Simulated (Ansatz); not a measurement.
# ClH3SiZn: up Jacob's ladder to CCSD(T)

The task here is to estimate one member of a computed series from the others.

Method: functionals in def2-TZVPP, the program's frozen cores in correlated methods; program: Ansatz 0.2.0, Gaussian basis.

Levels to be run: LDA (SPW92), PBE-D4, revPBE-D4, BLYP-D4, r2SCAN-D4, B97M-V, PBE0-D4, B3LYP-D4, r2SCANh-D4, r2SCAN0-D4, HSE06-D4, BHLYP-D4, CAM-B3LYP-D4, LC-ωPBE, ωB97X-V, ωB97M-V, B2PLYP, PBE-QIDH; CCSD(T)/def2-SVP; CCSD(T)/def2-TZVPP; MP2/def2-QZVPP; extrapolation to the limit; RPA on PBE.

### Structure used throughout

The geometry comes from an earlier relaxation with PBE0-D4 in a triple-zeta def2 set; it is a stationary point.

SMILES `Cl[SiH2][ZnH]`, 6 atoms, charge 0, spin multiplicity 1.

Atoms are counted from 1 here; the program's logs count them from 0.

Bond lengths: Cl1–Si2 2.082 Å, Si2–Zn3 2.385 Å, Si2–H4 1.489 Å, Si2–H5 1.489 Å, Zn3–H6 1.553 Å. Angles: Cl1–Si2–Zn3 108.3°, Cl1–Si2–H4 106.2°, Cl1–Si2–H5 106.2°, Zn3–Si2–H4 114.4°, Zn3–Si2–H5 114.5°, H4–Si2–H5 106.6°, Si2–Zn3–H6 179.0°.

Set-up of the first run:

in.yaml

```yaml
crystal:
  periodic: [false, false, false]
  atoms:
    - {symbol: Cl, position_ang: [-2.274578, -0.426938, 0.088049]}
    - {symbol: Si, position_ang: [-0.362294, -0.073430, -0.656511]}
    - {symbol: Zn, position_ang: [1.123529, 0.186170, 1.191239]}
    - {symbol: H, position_ang: [-0.042529, -1.223810, -1.546222]}
    - {symbol: H, position_ang: [-0.471775, 1.124502, -1.534036]}
    - {symbol: H, position_ang: [2.069746, 0.349506, 2.411281]}
basis:
  gaussian: {orbitals: def2-TZVPP}
hamiltonian: {xc: lda}
output: {orbitals: {seedname: orbitals}}
```

Command:

```sh
ansatz run in.yaml --threads 2 --pin off --events-out ev --progress --plain --max-ram 4352MiB
```

Steps of the session up to this table: LDA; PBE-D4 (GGA); revPBE-D4 (GGA); BLYP-D4 (GGA); r2SCAN-D4 (meta-GGA); B97M-V (meta-GGA); PBE0-D4 (hybrid); B3LYP-D4 (hybrid); r2SCANh-D4 (hybrid); r2SCAN0-D4 (hybrid); HSE06-D4 (hybrid); BHLYP-D4 (hybrid); CAM-B3LYP-D4 (range-separated); LC-ωPBE (range-separated); ωB97X-V (range-separated); ωB97M-V (range-separated); B2PLYP (double hybrid); PBE-QIDH (double hybrid).

One of the session's tables, all rows but one given; the rest of the session is left out.

It belongs to the step «Orbital energies across the functionals». 

| functional | HOMO (eV) | LUMO (eV) | gap (eV) |
| --- | --- | --- | --- |
| LDA (SPW92) | -6.40 | -2.48 | 3.92 |
| PBE-D4 | -6.30 | -2.26 | 4.04 |
| revPBE-D4 | -6.26 | -2.16 | 4.10 |
| BLYP-D4 | ? | ? | ? |
| r2SCAN-D4 | -6.56 | -2.00 | 4.56 |
| B97M-V | -6.62 | -2.19 | 4.43 |
| PBE0-D4 | -7.36 | -1.50 | 5.85 |
| B3LYP-D4 | -7.17 | -1.73 | 5.44 |
| r2SCANh-D4 | -6.94 | -1.74 | 5.21 |
| r2SCAN0-D4 | -7.52 | -1.35 | 6.17 |
| HSE06-D4 | -6.96 | -1.86 | 5.10 |
| BHLYP-D4 | -8.32 | -0.78 | 7.53 |
| CAM-B3LYP-D4 | -8.62 | -0.64 | 7.98 |
| LC-ωPBE | -9.94 | 0.44 | 10.38 |
| ωB97X-V | -9.58 | 0.32 | 9.91 |
| ωB97M-V | -9.38 | 0.05 | 9.43 |

Q: Estimate the row for BLYP-D4 from the others.

Worked estimate for «HOMO (eV)». Against the share of exact exchange, B3LYP-D4 (0.2, -7.17), BHLYP-D4 (0.5, -8.32) give a slope of -3.83 per unit share; at 0 the line stands at -6.40.

The run gave: HOMO (eV): -6.16; LUMO (eV): -2.16; gap (eV): 4.01. In «HOMO (eV)» the line misses by -0.24.
